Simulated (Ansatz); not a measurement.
# Be4GeN: the cost of one run

Method: DFT PBE, scalar-relativistic, plane waves, PAW, in Ansatz 0.2.0.

### Step 1. The system as given

It takes space group P4/mmm (No. 123, tetragonal). Conventional cell: a = 3.573 Å, b = 3.573 Å, c = 4.897 Å, α = 90.00°, β = 90.00°, γ = 90.00°. Be (site symmetry mmm) is surrounded by 2 Be at 1.79 Å and 2 Ge at 1.79 Å. Be (site symmetry 4/mmm) is surrounded by 2 Be at 2.45 Å and 4 N at 2.53 Å. Be (site symmetry 4/mmm) has 4 Be at 1.79 Å as nearest neighbours. Ge (site symmetry 4/mmm) is surrounded by 8 Be at 1.79 to 2.53 Å and 2 N at 2.45 Å. Around N (site symmetry 4/mmm) lie 2 Ge at 2.45 Å and 4 Be at 2.53 Å.

Structure file:

```
CELL_PARAMETERS angstrom
3.57301 0.00000 0.00000
0.00000 3.57301 0.00000
0.00000 0.00000 4.89732
ATOMIC_POSITIONS crystal
Be 0.50000 0.00000 0.00000
Be 0.00000 0.50000 0.00000
Be 0.50000 0.50000 0.50000
Be 0.50000 0.50000 0.00000
Ge 0.00000 0.00000 0.00000
N 0.00000 0.00000 0.50000
```

Recipe of the guess: random cell by space group and Wyckoff sites (P4/mmm, No. 123). Its size is a rough estimate.

### Step 2. A first look at the guess

Input file input.yaml:

```yaml
crystal:
  lattice:
    - [3.57300615, 0.0, 0.0]
    - [0.0, 3.57300615, 0.0]
    - [0.0, 0.0, 4.89731732]
  atoms:
    - { symbol: Be, position: [0.5, 0.0, 0.0] }
    - { symbol: Be, position: [0.0, 0.5, 0.0] }
    - { symbol: Be, position: [0.5, 0.5, 0.5] }
    - { symbol: Be, position: [0.5, 0.5, 0.0] }
    - { symbol: Ge, position: [0.0, 0.0, 0.0] }
    - { symbol: "N", position: [0.0, 0.0, 0.5] }
basis:
  ecutwfc: 420
kpoints:
  mp_grid: { grid: [6, 6, 4] }
hamiltonian:
  xc: pbe
scf:
  occupations: { method: gaussian, width: 0.1 }
  lower_state_search: "off"
output:
  forces: true
  stress: true
  eigenvalues: true
```

Launch:

```
> ansatz run input.yaml --threads 1 --pin off --max-ram 2048MiB --backend cpu --events-out ev --progress --plain --runs-dir out
```

**Question.** How long does this run take on 1 thread of Arm Neoverse V1, shared host, and how much memory does it need?

About 2.6 s, with a peak of 0.32 GiB.
